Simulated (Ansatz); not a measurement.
# La2Co2Si in Ansatz: convergence with k mesh

Input of the first run (k mesh 2 × 2 × 2); the others differ in this setting and in those tied to it:

Contents of input.yaml:

```yaml
crystal:
  lattice:
    - [3.7968886111, 0.0, 0.0]
    - [-0.0093145007, 4.1926277729, 0.0]
    - [-1.7907843603, -0.0418825684, 6.5656096001]
  atoms:
    - { symbol: La, position: [0.854851, 0.99573, 0.75169] }
    - { symbol: La, position: [0.132534, 0.000951, 0.249156] }
    - { symbol: Co, position: [0.708423, 0.505035, 0.400373], spin: 2.0 }
    - { symbol: Co, position: [0.296133, 0.491859, 0.597479], spin: 2.0 }
    - { symbol: Si, position: [0.508797, 0.514802, -0.000413] }
hamiltonian:
  xc: r2scan
  pseudopotentials: { kind: paw }
magnetization:
  spin_polarized: true
kpoints:
  mp_grid: { grid: [2, 2, 2] }
scf:
  occupations: { method: fermi_dirac, width: 0.05 }
output:
  forces: true
  stress: true
  eigenvalues: true
```

Potentials or basis: Ansatz PAW.

Run with:

```bash
$ ansatz run input.yaml --threads 2 --pin off --max-ram 5632MiB --backend cpu --events-out ev --progress --plain --runs-dir out
```

The cell isn't the ideal one: atoms moved at random, drawn with an rms of 0.05 Å.

The cell comes from a database or a generator and needn't be the stable form of this composition.

Hardware: 2 threads of Arm Neoverse V2, with other jobs on the host.

Q: The values tried are 2 × 2 × 2, 3 × 3 × 2, 4 × 3 × 2, 4 × 4 × 3, 5 × 5 × 3, 7 × 6 × 4, 8 × 7 × 5, 10 × 9 × 6, loosest first. From which on does the absolute moment stay within 0.02 μB of the tightest run that finished?

A: From 7 × 6 × 4 on.

```
    k mesh  energy less the tightest run, at zero smearing (meV/atom)  pressure (GPa)  largest force (eV/Å)  absolute moment (μB)  SCF cycles  CPU time (s)  peak memory (GiB)
 2 × 2 × 2                                                      59.30            2.50                 0.467                  4.06          43           120               0.69
 3 × 3 × 2                                                       9.60            1.27                 0.366                  4.31          22            76               0.59
 4 × 3 × 2                                                      -0.72            1.70                 0.503                  4.28          21            86                0.6
 4 × 4 × 3                                                      -5.27            1.58                 0.475                  4.23          21           130               0.65
 5 × 5 × 3                                                      -1.15            1.41                 0.438                  4.23          22           190               0.71
 7 × 6 × 4                                                      -2.68            1.41                 0.451                  4.22          20           370               0.99
 8 × 7 × 5                                                       0.00            1.35                 0.463                  4.21          20           580                1.3
10 × 9 × 6                                      timed out after 550 s               -                     -                     -           -             -                  -
```

Against the tightest run, the pressure stays within 0.1 GPa from 5 × 5 × 3 on. Not settled before the last step: the energy (to 1 meV/atom), the largest force (to 0.005 eV/Å). Meshes of other sizes hit other points, so gaps and Fermi surfaces needn't settle smoothly. The tightest run that finished is the yardstick and may itself not be fully converged.

Caveat, for the tightest run too: the magnetic or orbital state may not be the lowest; the PAW data sets come from PBE, with cores solved anew for the run's functional, which leaves a small shift of forces and pressure. The run has no spin-orbit coupling, so splittings on La are missing.
